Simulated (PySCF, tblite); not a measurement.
# C5H11PSi: geometry, infrared bands and NMR shifts

Wanted: the infrared bands and NMR shifts of C5H11PSi (`CC1=C(C)P1C[SiH3]`), by calculation.

The runs use tblite 0.8.0 and PySCF 2.14.0, with density-fitted response routines of our own; the level of theory stands in each step. All values are computed, except where a source is named. Atoms count from 0, in the outputs and in this text.

## (1) Starting geometry

18 atoms, charge 0, multiplicity 1; geometry from: force field or distance geometry start.

Bonds of the start (Å): C0–C1 1.50, C1–C2 1.34, C2–C3 1.51, C2–P4 1.83, P4–C5 1.87, C5–Si6 1.87, P4–C1 1.85, C0–H7 1.10, C0–H8 1.13, C0–H9 1.11, C3–H10 1.10, C3–H11 1.13, C3–H12 1.09, C5–H13 1.11, C5–H14 1.13, Si6–H15 1.48, Si6–H16 1.48, Si6–H17 1.48.

## (2) Relaxing the molecule with GFN2-xTB

The job: settings as JSON, then the geometry in Å.

```
{"job": {"kind": "relax", "xc": "GFN2-xTB", "basis": "xTB"}, "charge": 0, "multiplicity": 1}
C     -1.661100     2.139400    -0.045600
C     -1.110500     0.753500     0.100200
C     -1.368900    -0.564700     0.047100
C     -2.377100    -1.656900    -0.223200
P      0.379900    -0.265900     0.513500
C      1.613500    -0.214600    -0.895900
Si     3.359600    -0.334500    -0.247400
H     -1.851700     2.617700     0.925500
H     -0.911500     2.803200    -0.561400
H     -2.563400     2.140900    -0.698100
H     -3.197100    -1.670500     0.514200
H     -1.875600    -2.666200    -0.152600
H     -2.739400    -1.506900    -1.243300
H      1.403700    -1.101100    -1.526400
H      1.464700     0.723200    -1.501400
H      3.345800    -1.321100     0.858100
H      4.191900    -0.830100    -1.368300
H      3.888600     0.960600     0.228400
```

Run with:

```sh
$ OMP_NUM_THREADS=1 python probes_run.py task.json out
```

This one command runs all jobs of the session in turn.

The program printed:

```text
step      E/eV     max force
  0    -556.84670    1.862
  1    -556.99460    0.960
  2    -557.05436    0.837
  3    -557.09203    0.650
  4    -557.12483    0.397
  5    -557.14667    0.316
  6    -557.16393    0.361
  7    -557.17714    0.344
  8    -557.18696    0.314
  9    -557.19629    0.273
 10    -557.20647    0.225
 11    -557.21495    0.252
 12    -557.22001    0.154
 13    -557.22299    0.119
 14    -557.22567    0.175
 15    -557.22877    0.214
 16    -557.23149    0.149
 17    -557.23323    0.138
 18    -557.23450    0.112
 19    -557.23584    0.126
 20    -557.23744    0.129
 21    -557.23923    0.101
 22    -557.24110    0.129
 23    -557.24307    0.113
 24    -557.24521    0.147
 25    -557.24735    0.110
 26    -557.24935    0.113
 27    -557.25137    0.105
 28    -557.25347    0.149
 29    -557.25542    0.128
 30    -557.25707    0.100
 31    -557.25849    0.102
 32    -557.25983    0.112
 33    -557.26115    0.112
 34    -557.26226    0.072
 35    -557.26305    0.069
 36    -557.26359    0.061
 37    -557.26396    0.056
 38    -557.26428    0.051
 39    -557.26458    0.050
 40    -557.26494    0.050
 41    -557.26538    0.067
 42    -557.26588    0.072
 43    -557.26636    0.067
 44    -557.26673    0.054
 45    -557.26696    0.040
 46    -557.26713    0.035
 47    -557.26730    0.046
 48    -557.26753    0.062
 49    -557.26776    0.060
 50    -557.26792    0.036
 51    -557.26800    0.022
 52    -557.26805    0.022
 53    -557.26813    0.034
 54    -557.26822    0.037
 55    -557.26833    0.029
 56    -557.26845    0.026
 57    -557.26860    0.042
 58    -557.26882    0.060
 59    -557.26905    0.056
 60    -557.26922    0.027
 61    -557.26932    0.027
 62    -557.26942    0.036
 63    -557.26960    0.057
 64    -557.26986    0.061
 65    -557.27017    0.042
 66    -557.27048    0.048
 67    -557.27083    0.072
 68    -557.27135    0.122
 69    -557.27209    0.146
 70    -557.27290    0.114
 71    -557.27360    0.060
 72    -557.27413    0.060
 73    -557.27464    0.106
 74    -557.27541    0.141
 75    -557.27660    0.110
 76    -557.27881    0.122
 77    -557.27965    0.105
 78    -557.28088    0.095
 79    -557.28196    0.133
 80    -557.28279    0.100
 81    -557.28335    0.077
 82    -557.28473    0.107
 83    -557.28545    0.071
 84    -557.28609    0.066
 85    -557.28710    0.064
 86    -557.28780    0.058
 87    -557.28855    0.071
 88    -557.28905    0.054
 89    -557.28946    0.062
 90    -557.28992    0.059
 91    -557.29055    0.060
 92    -557.29130    0.064
 93    -557.29180    0.039
 94    -557.29223    0.041
 95    -557.29272    0.041
 96    -557.29306    0.050
 97    -557.29355    0.054
 98    -557.29407    0.065
 99    -557.29497    0.078
100    -557.29550    0.058
101    -557.29620    0.070
102    -557.29660    0.098
103    -557.29754    0.073
104    -557.29824    0.040
105    -557.29894    0.062
106    -557.29932    0.041
107    -557.29997    0.056
108    -557.30070    0.073
109    -557.30105    0.111
110    -557.30144    0.098
111    -557.30202    0.044
112    -557.30247    0.036
113    -557.30306    0.032
114    -557.30325    0.032
115    -557.30342    0.037
116    -557.30354    0.056
117    -557.30380    0.033
118    -557.30404    0.027
119    -557.30439    0.039
120    -557.30473    0.056
121    -557.30509    0.046
122    -557.30549    0.039
123    -557.30600    0.061
124    -557.30648    0.064
125    -557.30681    0.071
126    -557.30763    0.115
127    -557.30827    0.088
128    -557.30881    0.124
129    -557.31061    0.127
130    -557.31168    0.093
131    -557.31346    0.112
132    -557.31508    0.081
133    -557.31719    0.106
134    -557.32038    0.141
135    -557.32308    0.131
136    -557.32617    0.174
137    -557.32902    0.141
138    -557.33109    0.116
139    -557.33332    0.137
140    -557.33555    0.192
141    -557.33778    0.161
142    -557.33994    0.102
143    -557.34112    0.087
144    -557.34226    0.074
145    -557.34346    0.082
146    -557.34499    0.079
147    -557.34641    0.079
148    -557.34776    0.096
149    -557.34750    0.179
150    -557.34939    0.079
151    -557.35013    0.082
152    -557.35103    0.059
153    -557.35226    0.096
154    -557.35293    0.069
155    -557.35403    0.070
156    -557.35477    0.059
157    -557.35513    0.042
158    -557.35541    0.038
159    -557.35568    0.030
160    -557.35586    0.038
161    -557.35603    0.031
162    -557.35622    0.030
163    -557.35645    0.028
164    -557.35658    0.032
165    -557.35669    0.026
166    -557.35679    0.021
167    -557.35689    0.026
168    -557.35698    0.023
169    -557.35706    0.027
170    -557.35716    0.026
171    -557.35732    0.030
172    -557.35755    0.033
173    -557.35779    0.035
174    -557.35799    0.027
175    -557.35818    0.036
176    -557.35840    0.040
177    -557.35881    0.038
178    -557.35917    0.037
179    -557.35947    0.043
180    -557.35967    0.038
181    -557.35984    0.029
182    -557.36005    0.029
183    -557.36030    0.029
184    -557.36057    0.025
185    -557.36075    0.034
186    -557.36094    0.035
187    -557.36110    0.027
188    -557.36123    0.030
189    -557.36132    0.023
190    -557.36141    0.020
191    -557.36148    0.019
192    -557.36155    0.016
193    -557.36161    0.014
194    -557.36166    0.015
195    -557.36172    0.022
196    -557.36181    0.027
197    -557.36193    0.027
198    -557.36210    0.036
199    -557.36235    0.046
200    -557.36269    0.068
201    -557.36311    0.090
202    -557.36349    0.085
203    -557.36389    0.043
204    -557.36421    0.042
205    -557.36447    0.039
206    -557.36457    0.023
207    -557.36469    0.020
208    -557.36478    0.029
209    -557.36490    0.029
210    -557.36502    0.018
211    -557.36510    0.015
212    -557.36514    0.010
213    -557.36515    0.011
214    -557.36516    0.009
```

Run time: 1.7 s. Hardware: 1 thread of Arm Neoverse V1, shared host.

Step by step: (not every step is listed)

| step | energy from step 0 (eV) | largest force (eV/Å) |
| --- | --- | --- |
| 0 | 0.0000 | 1.8623 |
| 1 | -0.1479 | 0.9602 |
| 2 | -0.2077 | 0.8371 |
| 3 | -0.2453 | 0.6503 |
| 4 | -0.2781 | 0.3967 |
| 5 | -0.3000 | 0.3165 |
| 6 | -0.3172 | 0.3611 |
| 7 | -0.3304 | 0.3435 |
| 8 | -0.3403 | 0.3136 |
| 28 | -0.4068 | 0.1492 |
| 48 | -0.4208 | 0.0622 |
| 68 | -0.4246 | 0.1223 |
| 88 | -0.4423 | 0.0536 |
| 108 | -0.4540 | 0.0733 |
| 128 | -0.4621 | 0.1240 |
| 148 | -0.5011 | 0.0958 |
| 168 | -0.5103 | 0.0233 |
| 188 | -0.5145 | 0.0302 |
| 208 | -0.5181 | 0.0291 |
| 209 | -0.5182 | 0.0295 |
| 210 | -0.5183 | 0.0180 |
| 211 | -0.5184 | 0.0154 |
| 212 | -0.5184 | 0.0104 |
| 213 | -0.5184 | 0.0106 |
| 214 | -0.5185 | 0.0091 |

Close pairs (by a distance rule), those that changed most:

```
  bond  before (Å)  after (Å)  change (Å)
 C2–C3       1.511      1.471      -0.039
C3–H11       1.129      1.090      -0.039
 C0–H8       1.126      1.090      -0.037
C5–Si6       1.866      1.902      +0.035
C5–H14       1.126      1.091      -0.035
 C1–C2       1.344      1.312      -0.033
 C0–C1       1.498      1.471      -0.027
 C0–H9       1.114      1.090      -0.023
```

The final coordinates are the input of the step that follows.

## (3) Harmonic vibrations with GFN2-xTB

The job: settings as JSON, then the geometry in Å.

```
{"job": {"kind": "ir", "xc": "GFN2-xTB", "basis": "xTB"}, "charge": 0, "multiplicity": 1}
C     -0.970585     2.014174     0.131868
C     -0.829775     0.555877     0.267119
C     -1.359438    -0.621695     0.036520
C     -2.474270    -1.382914    -0.548590
P      0.241005    -0.781847     0.939562
C      1.449312    -1.052599    -0.474211
Si     2.840927     0.243181    -0.508243
H     -0.951091     2.484011     1.114916
H     -0.141414     2.419377    -0.447735
H     -1.909314     2.260536    -0.364558
H     -2.959595    -1.985276     0.218780
H     -2.104587    -2.059943    -1.319181
H     -3.205589    -0.705828    -0.989740
H      1.880160    -2.045613    -0.328286
H      0.899201    -1.064146    -1.416793
H      3.428565     0.379187     0.823830
H      3.860734    -0.184802    -1.470270
H      2.296993     1.534638    -0.941405
```

The program printed:

```text
mode    cm-1     km/mol
  1      21.0      0.18
  2      75.5      0.23
  3      82.8      0.38
  4      84.7      0.31
  5     102.1      0.11
  6     152.4      0.78
  7     175.2      1.20
  8     188.7      0.92
  9     296.1      0.27
 10     315.3      6.25
 11     389.3      0.19
 12     495.7     25.82
 13     508.9     18.81
 14     607.9      5.12
 15     641.8      4.05
 16     679.3    101.86
 17     732.3     40.29
 18     769.0    148.69
 19     779.6    170.67
 20     783.0    228.40
 21     797.9    329.47
 22     836.0      1.22
 23     998.8      0.11
 24    1022.5     12.31
 25    1027.8      7.37
 26    1051.4      4.13
 27    1058.4     53.42
 28    1120.2     17.77
 29    1187.8     51.13
 30    1384.3      4.48
 31    1385.4      0.32
 32    1423.7      4.49
 33    1456.9      0.13
 34    1459.3      9.04
 35    1467.7     10.18
 36    1468.5      3.83
 37    1865.5      0.68
 38    2232.4    320.57
 39    2243.3    315.14
 40    2274.2    252.57
 41    2951.2     26.80
 42    2955.0     14.22
 43    2993.4     12.75
 44    2997.6     17.01
 45    2997.9      9.57
 46    3000.1     68.51
 47    3009.2     14.96
 48    3010.5     19.73
```

Run time: 0.72 s. Hardware: 1 thread of Arm Neoverse V1, shared host.

Which atoms move in the most intense modes:

| cm⁻¹ | km/mol | atoms |
| --- | --- | --- |
| 679 | 101.9 | C5 42 %, P4 22 % |
| 769 | 148.7 | C5 47 %, Si6 13 % |
| 780 | 170.7 | H16 48 %, H15 34 % |
| 783 | 228.4 | H17 45 %, H15 32 %, Si6 11 % |
| 798 | 329.5 | H16 41 %, H17 39 % |
| 2232 | 320.6 | H17 93 % |
| 2243 | 315.1 | H16 93 % |
| 2274 | 252.6 | H15 97 % |

## (4) NMR shieldings: PBE0/pcSseg-1

Same as in step 3 but for these lines:

```diff
@@ -1,2 +1,2 @@
-{"job": {"kind": "ir", "xc": "GFN2-xTB", "basis": "xTB"}, "charge": 0, "multiplicity": 1}
+{"job": {"kind": "nmr", "xc": "PBE0", "basis": "pcSseg-1"}, "charge": 0, "multiplicity": 1}
 C     -0.970585     2.014174     0.131868
```

With the program's defaults for keys left out, this is: GIAO PBE0/pcSseg-1 NMR shielding, non-relativistic, gas phase.

The program printed:

```text
coarse grid: 15504 points
cycle   1  E = -827.3062481166  dE =  6.426e-01  |g| = 4.113e-01  |ddm| = 4.038e+00
cycle   2  E = -827.2953497365  dE =  1.090e-02  |g| = 4.528e-01  |ddm| = 9.193e-01
cycle   3  E = -827.3499357902  dE = -5.459e-02  |g| = 5.903e-02  |ddm| = 5.785e-01
cycle   4  E = -827.3508426272  dE = -9.068e-04  |g| = 2.242e-02  |ddm| = 1.224e-01
cycle   5  E = -827.3509644531  dE = -1.218e-04  |g| = 6.249e-03  |ddm| = 3.203e-02
cycle   6  E = -827.3509720049  dE = -7.552e-06  |g| = 3.138e-03  |ddm| = 1.123e-02
final grid: 138984 points
cycle   7  E = -827.3926446142  dE = -2.463e-05  |g| = 9.007e-03  |ddm| = 3.626e-02
cycle   8  E = -827.3926238303  dE =  2.078e-05  |g| = 1.269e-02  |ddm| = 1.988e-02
cycle   9  E = -827.3926647750  dE = -4.094e-05  |g| = 1.767e-03  |ddm| = 1.307e-02
cycle  10  E = -827.3926655404  dE = -7.654e-07  |g| = 3.043e-04  |ddm| = 2.035e-03
cycle  11  E = -827.3926655616  dE = -2.127e-08  |g| = 1.057e-04  |ddm| = 4.575e-04
cycle  12  E = -827.3926655644  dE = -2.751e-09  |g| = 2.579e-05  |ddm| = 1.139e-04
cycle  13  E = -827.3926655646  dE = -1.644e-10  |g| = 1.053e-05  |ddm| = 5.197e-05
converged SCF energy = -827.3926655646

GIAO shielding tensors (ppm)
atom      isotropic    diamagn.    paramagn.     s11        s22        s33       span
  0 C      170.978     248.680     -77.702    154.186    172.645    186.101     31.915
  1 C       53.749     266.671    -212.922    -79.902     74.647    166.502    246.404
  2 C       52.199     269.389    -217.190    -81.534     71.331    166.800    248.334
  3 C      172.831     248.424     -75.593    157.877    174.018    186.599     28.722
  4 P      522.441     967.260    -444.819    275.346    287.825   1004.151    728.805
  5 C      169.139     259.575     -90.436    132.960    171.494    202.961     70.002
  6 Si     424.924     880.071    -455.147    394.635    413.712    466.425     71.790
  7 H       29.420      29.094       0.326     25.343     27.027     35.891     10.549
  8 H       29.228      31.162      -1.934     24.165     28.501     35.017     10.851
  9 H       28.922      29.044      -0.122     23.499     28.099     35.169     11.669
 10 H       29.387      28.070       1.317     25.072     26.960     36.130     11.058
 11 H       29.368      30.072      -0.703     24.880     27.884     35.341     10.460
 12 H       28.931      28.919       0.012     23.428     28.206     35.159     11.731
 13 H       31.221      32.322      -1.101     26.420     29.210     38.033     11.614
 14 H       31.905      34.778      -2.872     27.099     31.763     36.854      9.755
 15 H       27.818      29.271      -1.453     24.868     26.208     32.377      7.508
 16 H       27.672      28.574      -0.902     23.853     25.044     34.120     10.267
 17 H       28.053      30.178      -2.125     23.915     27.968     32.275      8.359
```

Run time: 29 s. Hardware: 1 thread of Arm Neoverse V1, shared host; peak memory 0.84 GiB.

The references, computed at this level on geometries of the same kind, shield at (ppm): 1H TMS 31.72, 13C TMS 186.9, 29Si TMS 349.2, 31P H3PO4 318.4. Their shielding less the atom's gives the shift. The references are single molecules in the gas phase, so shifts against H2O, NH3, PH3, H3PO4 or CFCl3 are not on the usual liquid scales and can be off by tens of ppm. Atoms listed in one row are averaged.

```
                    atoms                                     environment  σ (ppm)  δ (ppm)  δ scaled to CDCl3
                   C1, C2                 fully substituted alkene carbon     53.0    134.0              128.8
                       C5                      sp3 CH2 bonded to P and Si    169.1     17.8               15.4
                   C0, C3                           allylic methyl carbon    171.9     15.0               12.7
            H15, H16, H17               hydrogen on a silicon bonded to C    27.85     3.87                  –
H7, H8, H9, H10, H11, H12            hydrogen on an allylic methyl carbon    29.21     2.51               2.47
                 H13, H14       hydrogen on an sp3 CH2 bonded to P and Si    31.56     0.15               0.25
                       P4  phosphorus bonded to 3 C, in a 3-membered ring    522.4   -204.1                  –
                      Si6                        silicon bonded to C, 3 H    424.9    -75.8                  –
```

The scaled column applies a straight-line fit of computed shieldings to shifts measured in CDCl3 (root-mean-square error 0.16 ppm for H, 1.9 ppm for C).

The run also stored atomic charges by several schemes (e):

```
 atoms  Mulliken    IAO  Hirshfeld  ESP fit
C0, C3     -0.16  -0.43      -0.11    -0.56
C1, C2     -0.35  -0.15      -0.04     0.17
    P4      0.37   0.39       0.08    -0.36
    C5     -0.74  -0.74      -0.22     0.12
   Si6      0.52   0.60       0.30     0.28
```

Mayer bond orders: C0–C1 1.11, C1–C2 1.68, C2–C3 1.10, C2–P4 0.88, P4–C5 0.90, C5–Si6 0.91, P4–C1 0.88.

Ring of atoms C1, C2, P4: NICS(0) -27.3, NICS(1) -8.6, NICS(1)zz -17.5 ppm (means of both faces; NICS(1) differs between them: -10.7 and -6.5).

The two faces differ (NICS(1)zz -13.8 and -21.1 ppm).

In rings of three or four atoms NICS is ruled by the nearby σ bonds, so it says little on aromaticity.

## (5) Results

| quantity | value |
| --- | --- |
| strongest single infrared mode (GFN2-xTB) | 798 cm⁻¹, 329 km/mol |
| zero-point energy (GFN2-xTB) | 85.1 kcal/mol |
| 13C shifts against TMS (PBE0/pcSseg-1, means over atoms taken as alike) | 134.0, 17.8, 15.0 ppm |
| 1H shifts against TMS (PBE0/pcSseg-1, means over atoms taken as alike) | 3.87, 2.51, 0.15 ppm |
| 31P shifts against H3PO4 (PBE0/pcSseg-1) | -204.1 ppm |
| 29Si shifts against TMS (PBE0/pcSseg-1) | -75.8 ppm |

In words: Over 214 steps the energy fell by 0.518 eV; of the close pairs, C2–C3 changed most, 1.511 to 1.471 Å. No mode is imaginary among the 48: a minimum at this level. The strongest single mode, at 798 cm⁻¹, moves mainly H16 and H17. Unscaled tight-binding wavenumbers are off by several per cent, some by more. Its intensities can rank the bands wrongly. The most deshielded carbon is C1, C2 (mean) (fully substituted alkene carbon), at 134.0 ppm: an sp2 carbon of a C=C bond. At PBE0/pcSseg-1: The largest span, 729 ppm, is at P4, where the paramagnetic term is -445 ppm.
